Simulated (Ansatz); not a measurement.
# SeF₆: energies up the ladder

One table from this session's results is given with a row withheld; the runs are named, their logs left out.

Computed with Ansatz 0.2.0 (the levels named in each step, unless a step's input says otherwise).

### The system as given

Bond lengths: F1–Se2 1.713 Å, Se2–F3 1.713 Å, Se2–F4 1.713 Å, Se2–F5 1.713 Å, Se2–F6 1.713 Å, Se2–F7 1.713 Å. Angles (14 of 15 angles, heavy atoms first): F1–Se2–F3 90.0°, F1–Se2–F4 180.0°, F1–Se2–F5 90.0°, F1–Se2–F6 90.0°, F1–Se2–F7 90.0°, F3–Se2–F4 90.0°, F3–Se2–F5 90.0°, F3–Se2–F6 180.0°, F3–Se2–F7 90.0°, F4–Se2–F5 90.0°, F4–Se2–F6 90.0°, F4–Se2–F7 90.0°, F5–Se2–F6 90.0°, F5–Se2–F7 180.0°.

As a file:

```xyz
7

F    -0.3291    1.3520   -0.9993
Se   -0.0001    0.0001    0.0000
F     1.5664    0.6164    0.3184
F     0.3291   -1.3520    0.9993
F    -0.6107    0.8527    1.3545
F    -1.5662   -0.6168   -0.3187
F     0.6109   -0.8524   -1.3547
```

Set-up of the first run:

input.yaml reads:

```yaml
crystal:
  periodic: [false, false, false]
  atoms:
    - { symbol: F, position_ang: [-0.32906, 1.35203, -0.9993] }
    - { symbol: Se, position_ang: [-0.00015, 8.0e-05, -1.0e-05] }
    - { symbol: F, position_ang: [1.56639, 0.61639, 0.31835] }
    - { symbol: F, position_ang: [0.32906, -1.35203, 0.9993] }
    - { symbol: F, position_ang: [-0.61068, 0.85273, 1.35455] }
    - { symbol: F, position_ang: [-1.56616, -0.61677, -0.31875] }
    - { symbol: F, position_ang: [0.61091, -0.85237, -1.35467] }
basis:
  gaussian: { orbitals: def2-SVP }
hamiltonian:
  xc: pbe
  dispersion: d4
relax:
  f_tol: 0.03
  max_steps: 200
```

Launch:

```sh
ansatz run input.yaml --threads 4 --pin off --max-ram 10240MiB --backend cpu --events-out ev --progress --plain --runs-dir out
```

Among the steps run: A rough first relaxation, PBE-D4/def2-SVP; Relaxation, PBE0-D4/def2-TZVPP; Frequencies, PBE0-D4/def2-TZVPP; Single point, PBE-D4/def2-TZVPP; Single point, r2SCAN-D4/def2-TZVPP; Single point, B3LYP-D4/def2-TZVPP; Single point, wB97M-V/def2-TZVPP; Single point, B2PLYP/def2-TZVPP; Single point, LDA/def2-TZVPP; Single point, PBE0-D4/def2-SVP; Single point, PBE-D4/def2-SVP; The cation of multiplicity 2 at the same geometry, PBE0-D4/def2-TZVPP; The cation of multiplicity 2 at the same geometry, PBE-D4/def2-TZVPP; The cation of multiplicity 2 at the same geometry, r2SCAN-D4/def2-TZVPP; The cation of multiplicity 2 at the same geometry, B3LYP-D4/def2-TZVPP; The cation of multiplicity 2 at the same geometry, wB97M-V/def2-TZVPP; The cation of multiplicity 2 at the same geometry, B2PLYP/def2-TZVPP.

One of the session's tables, all rows but one given; the rest of the session is left out.

It belongs to the step «Vertical ionisation energy». 

```
               level  vertical ionisation energy (eV)  from B2PLYP/def2-TZVPP (eV)
   PBE-D4/def2-TZVPP                                ?                            ?
r2SCAN-D4/def2-TZVPP                           14.392                       -1.410
 B3LYP-D4/def2-TZVPP                           15.042                       -0.760
  wB97M-V/def2-TZVPP                           15.608                       -0.194
   B2PLYP/def2-TZVPP                           15.802                       +0.000
```

Q: Estimate the row for PBE-D4/def2-TZVPP from the others.

The run gave: vertical ionisation energy (eV): 13.879; from B2PLYP/def2-TZVPP (eV): -1.923. In the column «vertical ionisation energy (eV)» it is the lowest.
